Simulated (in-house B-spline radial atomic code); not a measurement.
# Rh³⁸⁺: starting-point dependence of G0W0 and RPA

G0W0 and RPA are one-shot methods. How much does the choice of start matter for Rh³⁸⁺?

Method: RPA, second order, AC-SOSEX and G0W0 (contour deformation) on a scalar-relativistic mean field, all electrons; no spin-orbit coupling, Breit or QED terms, no two-electron picture change. Code: an in-house B-spline radial atomic code, version 1.

## (1) The system

```
element       : rhodium (Z = 45)
charge        : +38
electrons     : 7
configuration : [He] 2s2 2p3
Hamiltonian   : scalar-relativistic (spin-free one-electron X2C), finite nucleus
starts        : Hartree-Fock, PBE, exchange-only LDA, HSE06, SCAN
```

The outer shells:

Rh38+
```
[He] core
2s [↑↓]
2p [↑ ][↑ ][↑ ]
```

## (2) Hartree-Fock start

Input settings:

```ini
Z = 45
electrons = 7.0
configuration = [He] 2s2 2p3
hamiltonian = x2c
method = hf
lmax = 9
rms_radius = 4.4945
spin_polarised = True
box_radius = 2.56
intervals = 61
```

Run with:

```sh
python run_gw.py task.json out
```

The settings of every run stand in task.json; they run in order.

Main fields of the result record, rounded:

```text
{
  "status": "converged",
  "energies [hartree]": {
    "mean_field": -3180.086398,
    "exx_total": -3180.086398,
    "exchange": -58.2496085,
    "rpa": -0.45979404,
    "rpa_summed": -0.45817698,
    "direct_second_order": -0.47698052,
    "second_order_exchange": 0.24057683,
    "sosex": 0.23098842
  },
  "rpa_by_multipole [hartree]": [-0.085027, -0.274552, -0.0547814, -0.0255277, -0.00937276, -0.00428658, -0.00224474, -0.00128417, -0.000783599, -0.000293176, -2.41041e-05],
  "polarisability [bohr^3: independent particles, RPA]": [0.000840942, 0.000717412],
  "gap [hartree]": 15.97807,
  "levels [hartree]": [
    {"name": "2p up", "occ": 1, "e": -208.6718, "sx": -11.27626, "vxc": -11.27626, "sc": 0.07528827, "z": 0.9970937, "qp": -208.5971, "tail": -0.000574495},
    {"name": "2s down", "occ": 1, "e": -215.3938, "sx": -7.683857, "vxc": -7.683857, "sc": -0.209126, "z": 0.9951987, "qp": -215.6034, "tail": -0.000503575},
    {"name": "2s up", "occ": 1, "e": -219.3769, "sx": -11.73025, "vxc": -11.73025, "sc": 0.6940585, "z": 0.9187969, "qp": -218.6833, "tail": -0.0004486195},
    {"name": "1s down", "occ": 1, "e": -962.1041, "sx": -30.63751, "vxc": -30.63751, "sc": 0.4887738, "z": 0.9970357, "qp": -961.6156, "tail": -0.0002805123},
    {"name": "2p down", "occ": 0, "e": -199.4157, "sx": -1.971937, "vxc": -1.971937, "sc": -0.1372627, "z": 0.9976488, "qp": -199.5536, "tail": -0.0005735541}
  ]
}
```

It took 1.5 s on 1 thread, shared host.

In the record, exx_total is the Hartree-Fock functional on the start's orbitals, rpa_summed the RPA energy up to lmax and rpa the same with the tail beyond it, gap the smallest same-spin excitation energy of the start. For a level, e is the start's value, sx and sc the exchange and correlation self-energies, vxc the start's own term, z the quasi-particle weight, and qp = e + sx − vxc + sc + tail. Deeper levels of weight under 0.85 meet poles of the self-energy and are not shown.

Highest level 2p↑: -5678.25 eV in the start, -5676.22 eV after G0W0, weight 1.00.

The largest part of the RPA energy comes from multipole 1 (60 % of the sum).

## (3) PBE start

The settings differ from step 2 so:

```diff
@@ -4,3 +4,3 @@
 hamiltonian = x2c
-method = hf
+method = pbe,pbe
 lmax = 9
```

From the record:

```text
{
  "status": "converged",
  "energies [hartree]": {
    "mean_field": -3179.988807,
    "exx_total": -3180.081027,
    "exchange": -58.22719407,
    "rpa": -0.50459994,
    "rpa_summed": -0.50297952,
    "direct_second_order": -0.53269669,
    "second_order_exchange": 0.28852345,
    "sosex": 0.27015238
  },
  "rpa_by_multipole [hartree]": [-0.0872991, -0.315443, -0.0558813, -0.0259358, -0.00946152, -0.00431317, -0.00225444, -0.00128819, -0.000785446, -0.000293711, -2.41486e-05],
  "polarisability [bohr^3: independent particles, RPA]": [0.00118341, 0.000940028],
  "gap [hartree]": 10.29587,
  "levels [hartree]": [
    {"name": "2p up", "occ": 1, "e": -205.0218, "sx": -11.27568, "vxc": -7.62221, "sc": 0.1085791, "z": 0.9943907, "qp": -208.5672, "tail": -0.0005699523},
    {"name": "2s down", "occ": 1, "e": -213.0275, "sx": -7.703509, "vxc": -5.329752, "sc": -0.251697, "z": 0.9919467, "qp": -215.6535, "tail": -0.000502855},
    {"name": "1s down", "occ": 1, "e": -950.6116, "sx": -30.60774, "vxc": -19.11625, "sc": 0.5487929, "z": 0.9962662, "qp": -961.5546, "tail": -0.0002737862},
    {"name": "2p down", "occ": 0, "e": -202.7316, "sx": -1.985252, "vxc": -5.308495, "sc": -0.1347561, "z": 0.9965966, "qp": -199.5437, "tail": -0.000572473}
  ]
}
```

It took 1.7 s on 1 thread, shared host.

Highest level 2p↑: -5578.93 eV in the start, -5675.40 eV after G0W0, weight 0.99.

## (4) Exchange-only LDA start

The settings differ from step 3 so:

```diff
@@ -4,3 +4,3 @@
 hamiltonian = x2c
-method = pbe,pbe
+method = lda,
 lmax = 9
```

From the record:

```text
{
  "status": "converged",
  "energies [hartree]": {
    "mean_field": -3174.605842,
    "exx_total": -3180.077898,
    "exchange": -58.17846614,
    "rpa": -0.50522563,
    "rpa_summed": -0.50360544,
    "direct_second_order": -0.53356789,
    "second_order_exchange": 0.28938533,
    "sosex": 0.27080403
  },
  "rpa_by_multipole [hartree]": [-0.0873099, -0.316068, -0.0558794, -0.025931, -0.00945969, -0.00431228, -0.00225394, -0.00128793, -0.000785304, -0.000293694, -2.41407e-05],
  "polarisability [bohr^3: independent particles, RPA]": [0.00119358, 0.000946587],
  "gap [hartree]": 10.2024,
  "levels [hartree]": [
    {"name": "2p up", "occ": 1, "e": -204.8063, "sx": -11.27197, "vxc": -7.392259, "sc": 0.1106463, "z": 0.9941721, "qp": -208.576, "tail": -0.0005692698},
    {"name": "2s down", "occ": 1, "e": -212.616, "sx": -7.696803, "vxc": -4.902817, "sc": -0.2492256, "z": 0.9920994, "qp": -215.6597, "tail": -0.0005032274},
    {"name": "1s down", "occ": 1, "e": -949.0698, "sx": -30.57414, "vxc": -17.50396, "sc": 0.5546492, "z": 0.9961798, "qp": -961.5856, "tail": -0.000273572},
    {"name": "2p down", "occ": 0, "e": -202.4136, "sx": -1.984294, "vxc": -4.975839, "sc": -0.13335, "z": 0.9965085, "qp": -199.556, "tail": -0.000572354}
  ]
}
```

It took 1.5 s on 1 thread, shared host.

Highest level 2p↑: -5573.06 eV in the start, -5675.64 eV after G0W0, weight 0.99.

## (5) HSE06 start

The settings differ from step 4 so:

```diff
@@ -4,3 +4,3 @@
 hamiltonian = x2c
-method = lda,
+method = hse06
 lmax = 9
```

From the record:

```text
{
  "status": "converged",
  "energies [hartree]": {
    "mean_field": -3180.109656,
    "exx_total": -3180.083307,
    "exchange": -58.23239834,
    "rpa": -0.49081862,
    "rpa_summed": -0.48919904,
    "direct_second_order": -0.51504143,
    "second_order_exchange": 0.27284496,
    "sosex": 0.25768205
  },
  "rpa_by_multipole [hartree]": [-0.0867267, -0.302645, -0.0556051, -0.0258339, -0.00943946, -0.00430656, -0.00225202, -0.00128719, -0.00078498, -0.000293572, -2.41379e-05],
  "polarisability [bohr^3: independent particles, RPA]": [0.00107023, 0.000870107],
  "gap [hartree]": 11.67863,
  "levels [hartree]": [
    {"name": "2p up", "occ": 1, "e": -205.9107, "sx": -11.27492, "vxc": -8.510812, "sc": 0.09794944, "z": 0.9954035, "qp": -208.5774, "tail": -0.0005730727},
    {"name": "2s down", "occ": 1, "e": -213.6239, "sx": -7.699061, "vxc": -5.923189, "sc": -0.2393922, "z": 0.9930036, "qp": -215.6397, "tail": -0.0005033271},
    {"name": "1s down", "occ": 1, "e": -953.492, "sx": -30.61502, "vxc": -22.0019, "sc": 0.5322936, "z": 0.9964863, "qp": -961.5731, "tail": -0.0002785354},
    {"name": "2p down", "occ": 0, "e": -201.9453, "sx": -1.982096, "vxc": -4.514001, "sc": -0.1359231, "z": 0.9969272, "qp": -199.5499, "tail": -0.000573968}
  ]
}
```

Wall time 1.7 s (1 thread, shared host).

G0W0 moves 2p↑ down by 72.6 eV, to -5675.68 eV.

## (6) SCAN start

The settings differ from step 5 so:

```diff
@@ -4,3 +4,3 @@
 hamiltonian = x2c
-method = hse06
+method = scan,scan
 lmax = 9
```

From the record:

```text
{
  "status": "converged",
  "energies [hartree]": {
    "mean_field": -3180.469447,
    "exx_total": -3180.083467,
    "exchange": -58.24285674,
    "rpa": -0.4984104,
    "rpa_summed": -0.49679913,
    "direct_second_order": -0.52493326,
    "second_order_exchange": 0.28208886,
    "sosex": 0.26500159
  },
  "rpa_by_multipole [hartree]": [-0.0867878, -0.310244, -0.0556273, -0.0258131, -0.0094147, -0.00429118, -0.00224266, -0.00128131, -0.00078115, -0.000292151, -2.4001e-05],
  "polarisability [bohr^3: independent particles, RPA]": [0.00114034, 0.000913647],
  "gap [hartree]": 10.79029,
  "levels [hartree]": [
    {"name": "2p up", "occ": 1, "e": -205.4963, "sx": -11.27948, "vxc": -8.103038, "sc": 0.1026102, "z": 0.9949402, "qp": -208.5707, "tail": -0.0005698341},
    {"name": "2s down", "occ": 1, "e": -213.1842, "sx": -7.695169, "vxc": -5.484149, "sc": -0.2470571, "z": 0.9923859, "qp": -215.6428, "tail": -0.0005010586},
    {"name": "1s down", "occ": 1, "e": -951.8544, "sx": -30.62068, "vxc": -20.37724, "sc": 0.5378595, "z": 0.9964039, "qp": -961.5603, "tail": -0.0002789382},
    {"name": "2p down", "occ": 0, "e": -202.3939, "sx": -1.981594, "vxc": -4.967076, "sc": -0.1335042, "z": 0.9967284, "qp": -199.5425, "tail": -0.0005713985}
  ]
}
```

Run time: 1.4 s. Hardware: 1 thread, shared host.

G0W0 moves 2p↑ down by 83.7 eV, to -5675.50 eV.

## (7) All runs in one table

| start | level | mean field (eV) | G0W0 (eV) | weight | RPA (hartree) | RPA+SOSEX (hartree) | α, direct RPA (bohr³) | time | miss (eV) |
| --- | --- | --- | --- | --- | --- | --- | --- | --- | --- |
| Hartree-Fock | 2p↑ | -5678.25 | -5676.22 | 0.997 | -0.45979 | -0.22881 | 0.0007174 | 1.5 s | +76.2 |
| PBE | 2p↑ | -5578.93 | -5675.40 | 0.994 | -0.50460 | -0.23445 | 0.0009400 | 1.7 s | +75.4 |
| exchange-only LDA | 2p↑ | -5573.06 | -5675.64 | 0.994 | -0.50523 | -0.23442 | 0.0009466 | 1.5 s | +75.6 |
| HSE06 | 2p↑ | -5603.11 | -5675.68 | 0.995 | -0.49082 | -0.23314 | 0.0008701 | 1.7 s | +75.7 |
| SCAN | 2p↑ | -5591.84 | -5675.50 | 0.995 | -0.49841 | -0.23341 | 0.0009136 | 1.4 s | +75.5 |

The miss is the G0W0 removal energy (the level with its sign changed) less the semi-empirical ionisation energy, 5600.0 ± 40 eV. Times are single runs on a shared host.

## (8) Results

| quantity | value |
| --- | --- |
| highest level, mean field (range over the runs) | -5678.25 to -5573.06 eV |
| highest level, G0W0 (range over the runs) | -5676.22 to -5675.40 eV |
| RPA correlation energy | -0.5052 to -0.4598 hartree |
| RPA+SOSEX | -0.2344 to -0.2288 hartree |
| semi-empirical ionisation energy (2p shell) | 5600.0 ± 40 eV (NIST Atomic Spectra Database, ionization energies) |
| G0W0 removal energy less that value | +75.4 to +76.2 eV |

What this shows: The starts spread the highest level over 105 eV; after G0W0 0.81 eV remain, 0.77 % of that. On the semilocal starts the correction is downwards, 84 to 103 eV, since their self-interaction lifts occupied levels. RPA gives the most correlation on exchange-only LDA and the least on Hartree-Fock (9.0 % apart); over the runs it loosely follows the gap of the start, as smaller excitation energies give more correlation. The semi-empirical ionisation energy is 5600.0 ± 40 eV. G0W0 is off by about +75.6 eV (+1.4 %) in every run shown, whatever the start. Spin-orbit coupling is left out: in so heavy and highly charged an ion the half-filled shell is really jj-coupled, so the high-spin state computed here is a model and the comparison is rough. Read as a removal energy, the bare PBE level is off by -21.1 eV (-0.38 %) and the nearest bare level, HSE06's, by +3.11 eV, nearer than G0W0, but by cancellation: self-interaction lowers its value while this Hamiltonian leaves the G0W0 value too high.
